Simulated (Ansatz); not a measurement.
**CH₄FNSi: one species, many methods**

How much do the methods differ for CH₄FNSi? The plan is to run it at one geometry with functionals of several rungs and with coupled cluster, and see how far each lands from CCSD(T) at the basis-set limit for the atomisation energy.

Computed with Ansatz 0.2.0, Gaussian basis. Level: functionals in def2-TZVPP, the program's frozen cores in correlated methods.

Levels to be run: LDA (SPW92), PBE-D4, revPBE-D4, BLYP-D4, r2SCAN-D4, B97M-V, PBE0-D4, B3LYP-D4, r2SCANh-D4, r2SCAN0-D4, HSE06-D4, BHLYP-D4, CAM-B3LYP-D4, LC-ωPBE, ωB97X-V, ωB97M-V, B2PLYP, PBE-QIDH; CCSD(T)/def2-SVP; CCSD(T)/def2-TZVPP; MP2/def2-QZVPP; extrapolation to the limit; RPA on PBE.

## Step 1: The relaxed structure

An earlier PBE0-D4 in a triple-zeta def2 set relaxation fixed the geometry.

SMILES `N=C[SiH2]F`, 8 atoms, charge 0, spin multiplicity 1.

Atoms are counted from 1 here; the program's logs count them from 0.

Bond lengths: N1–C2 1.269 Å, N1–H5 1.024 Å, C2–Si3 1.881 Å, C2–H6 1.098 Å, Si3–F4 1.601 Å, Si3–H7 1.483 Å, Si3–H8 1.483 Å. Angles: C2–N1–H5 111.2°, N1–C2–Si3 124.3°, N1–C2–H6 116.3°, Si3–C2–H6 119.4°, C2–Si3–F4 105.8°, C2–Si3–H7 111.6°, C2–Si3–H8 111.6°, F4–Si3–H7 108.6°, F4–Si3–H8 108.7°, H7–Si3–H8 110.4°.

## Step 2: LDA

This LDA is Slater exchange with PW92 correlation.

File in.yaml:

```yaml
crystal:
  periodic: [false, false, false]
  atoms:
    - {symbol: N, position_ang: [-0.548064, 1.630019, -0.638273]}
    - {symbol: C, position_ang: [0.127151, 0.960971, 0.203101]}
    - {symbol: Si, position_ang: [0.232225, -0.917405, 0.225584]}
    - {symbol: F, position_ang: [-0.683085, -1.419369, -0.988597]}
    - {symbol: H, position_ang: [-1.027594, 1.015279, -1.301384]}
    - {symbol: H, position_ang: [0.676757, 1.540548, 0.955879]}
    - {symbol: H, position_ang: [1.619939, -1.388413, -0.000630]}
    - {symbol: H, position_ang: [-0.305128, -1.478632, 1.488519]}
basis:
  gaussian: {orbitals: def2-TZVPP}
hamiltonian: {xc: lda}
output: {orbitals: {seedname: orbitals}}
```

The run is started by

```console
ansatz run in.yaml --threads 2 --pin off --events-out ev --progress --plain --max-ram 4352MiB
```

After this run come: PBE-D4 (GGA); revPBE-D4 (GGA); BLYP-D4 (GGA); r2SCAN-D4 (meta-GGA); B97M-V (meta-GGA); PBE0-D4 (hybrid); B3LYP-D4 (hybrid); r2SCANh-D4 (hybrid); r2SCAN0-D4 (hybrid); HSE06-D4 (hybrid); BHLYP-D4 (hybrid); CAM-B3LYP-D4 (range-separated); LC-ωPBE (range-separated); ωB97X-V (range-separated); ωB97M-V (range-separated); B2PLYP (double hybrid); PBE-QIDH (double hybrid); CCSD(T) in def2-SVP; CCSD(T) in def2-TZVPP; MP2 in def2-QZVPP; RPA on PBE orbitals.

**Question.** What will the summary of the whole plan be? Wanted: atomisation energy, CCSD(T)/CBS; farthest beyond LDA; mean size of error, GGA; mean size of error, meta-GGA; mean size of error, hybrid; mean size of error, range-separated; mean size of error, double hybrid; gap, smallest and largest; T1 diagnostic.

The runs gave:

```
                               quantity                                                                 value
        atomisation energy, CCSD(T)/CBS                                                         2950.7 kJ/mol
 functionals within 14.8 kJ/mol (0.5 %)  BLYP-D4, r2SCAN-D4, B97M-V, B3LYP-D4, CAM-B3LYP-D4, ωB97X-V, ωB97M-V
                    farthest beyond LDA                                              BHLYP-D4 (-104.1 kJ/mol)
                mean size of error, GGA                                                           30.0 kJ/mol
           mean size of error, meta-GGA                                                            9.0 kJ/mol
             mean size of error, hybrid                                                           43.9 kJ/mol
    mean size of error, range-separated                                                           12.9 kJ/mol
      mean size of error, double hybrid                                                           39.3 kJ/mol
              gap, smallest and largest                             3.59 eV (LDA (SPW92)), 11.48 eV (LC-ωPBE)
                          T1 diagnostic                                                                0.0125
triples share of the correlation energy                                                                 3.6 %
```

The LDA atomisation energy is off by 416.1 kJ/mol (14 %): it overbinds. PBE-D4 is off by +51.9 kJ/mol. Double hybrids carry the basis error of their MP2 part in triple zeta, and no dispersion term here, so their miss is partly the set-up's. The rungs meta-GGA, range-separated miss on average by less than the doubt on the reference (14.8 kJ/mol), so they tie. The reference freezes the cores and leaves out relativity and excitations past (T), so misses under about 14.8 kJ/mol can't be ranked. Hartree-Fock recovers 71 % of the binding; the rest is correlation. CCSD(T) in def2-SVP is off by -213.3 kJ/mol, more than most functionals: a good method in a small basis is no reference. Orbital gaps span 3.6 to 11.5 eV; exact exchange widens them. The restricted reference is unstable towards a spin-broken one.
